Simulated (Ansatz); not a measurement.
# Al: the cost of one run

Program: the Python package of Ansatz 0.2.0. Level of theory: DFT PBEsol, plane waves, PAW. These are calculated values, not measurements.

This is Al in the bcc structure; at room conditions it is fcc.

### Step 1. The system

Symmetry: Im-3m, No. 229, cubic system. The conventional cell has a = 3.182 Å, b = 3.182 Å, c = 3.182 Å, α = 90.00°, β = 90.00°, γ = 90.00°. Al (site symmetry m-3m) is surrounded by 8 Al at 2.76 Å.

The script holds or builds the structure itself.

### Step 2. The script

Input file vacuum_al.py:

```python
import ansatz as az
from ase import Atoms
from ase.build import surface
import numpy as np
from tabulate import tabulate

atoms = Atoms(
    ["Al"],
    scaled_positions=[
        (0.0, 0.0, 0.0),
    ],
    cell=[
        (-1.59122, 1.59122, 1.59122),
        (1.59122, -1.59122, 1.59122),
        (1.59122, 1.59122, -1.59122),
    ],
    pbc=True,
)
rows = []
for value in [3.0, 4.0, 5.0, 6.5, 8.0]:
    slab = surface(atoms, (1, 0, 1), 5, vacuum=value)
    slab.pbc = True
    base = (
        az.Crystal.from_ase(slab).calculation()
        .occupations("Fermi-Dirac", width=0.1)
        .basis(38 * az.Ry)
        .functional("pbesol")
        .kpoints(4, 6, 1)
        .electric_field(axis=3, dipole_correction=True)
    )
    rep = base.run().report
    face = rep["work_function"]
    rows.append((value, len(slab), rep["free_energy_ev"], face["dipole_moment_e_ang"], face.get("phi_plus_ev"), face.get("phi_minus_ev")))

print(tabulate(rows, headers=["vacuum each side (A)", "atoms", "F (eV)", "dipole (e A)", "phi upper (eV)", "phi lower (eV)"], floatfmt=".4f", missingval="-"))
```

### Step 3. Launch

Command:

```
$ python vacuum_al.py
```

Q: Estimate wall time and peak memory on 1 thread of Arm Neoverse V2, shared host.

About 12 s, with a peak of 0.49 GiB.
